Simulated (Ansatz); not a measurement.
**Co: the crystal squeezed far**

An exercise on one series of results from a longer session: the logs are not shown, and one member is left open.

Method: DFT LDA, with the methods named in each step, in Ansatz 0.2.0.

## The system as given

It takes space group Fd-3m (No. 227, cubic). The conventional cell has a = 4.643 Å, b = 4.643 Å, c = 4.643 Å, α = 90.00°, β = 90.00°, γ = 90.00°. Around Co (site symmetry -43m) lie 4 Co at 2.01 Å.

As a file:

```xyz
2
Lattice="0.0000 2.3215 2.3215 2.3215 0.0000 2.3215 2.3215 2.3215 0.0000" Properties=species:S:1:pos:R:3 pbc="T T T"
Co   -0.5804   -0.5804   -0.5804
Co    0.5804    0.5804    0.5804
```

Whether this phase is the stable one at these pressures isn't tested.

Atoms are numbered in the order of the input: Co1, Co2.

Set-up of the first run:

input.yaml reads:

```yaml
crystal:
  lattice:
    - [0.0, 2.3214904464, 2.3214904464]
    - [2.3214904464, 0.0, 2.3214904464]
    - [2.3214904464, 2.3214904464, 0.0]
  atoms:
    - { symbol: Co, position: [-0.125, -0.125, -0.125], spin: 1.7 }
    - { symbol: Co, position: [0.125, 0.125, 0.125], spin: 1.7 }
magnetization:
  spin_polarized: true
kpoints:
  mp_grid: { grid: [16, 16, 16] }
scf:
  occupations: { method: fermi_dirac, width: 0.1 }
hamiltonian:
  xc: lda
  pseudopotentials: { kind: paw }
output:
  forces: true
  stress: true
relax:
  f_tol: 0.005
  max_steps: 40
  cell: {}
```

Run with:

```bash
$ ansatz run input.yaml --threads 1 --pin off --max-ram 3072MiB --backend cpu --events-out ev --progress --plain --runs-dir out
```

Steps of the session up to this table: Cell relaxed at zero pressure, PAW; More of the same log: cell relaxed at zero pressure; Volume scaled by 1, PAW; Volume scaled by 0.95, PAW; Volume scaled by 0.85, PAW; Volume scaled by 0.75, PAW; Volume scaled by 0.65, PAW; Volume scaled by 0.55, PAW; Volume scaled by 0.45, PAW; Volume scaled by 0.4, PAW; Volume scaled by 0.4, PAW (source ansatz).

One table of the session follows, with a row left open; its other results are not shown here.

| method | volume over the first | volume (Å³/atom) | pressure (GPa) |
| --- | --- | --- | --- |
| PAW | 1 | 13.768 | 0.00 |
| PAW | 0.95 | 13.080 | 9.56 |
| PAW | 0.85 | 11.703 | 39.09 |
| PAW | 0.75 | 10.326 | 91.89 |
| PAW | 0.65 | 8.949 | 189.23 |
| PAW | 0.55 | ? | ? |
| PAW | 0.45 | 6.196 | 774.06 |
| PAW | 0.4 | 5.507 | 1133.39 |
| PAW (source ansatz) | 0.4 | 5.507 | 1170.09 |

Estimate the missing values for PAW, 0.55.

**Answer.** volume (Å³/atom): 7.573; pressure (GPa): 378.05. In the column «volume (Å³/atom)» it lies between PAW, 0.45 (6.196) and PAW, 0.65 (8.949).

To keep in mind: Warnings in the runs' records: seeded moment not kept.
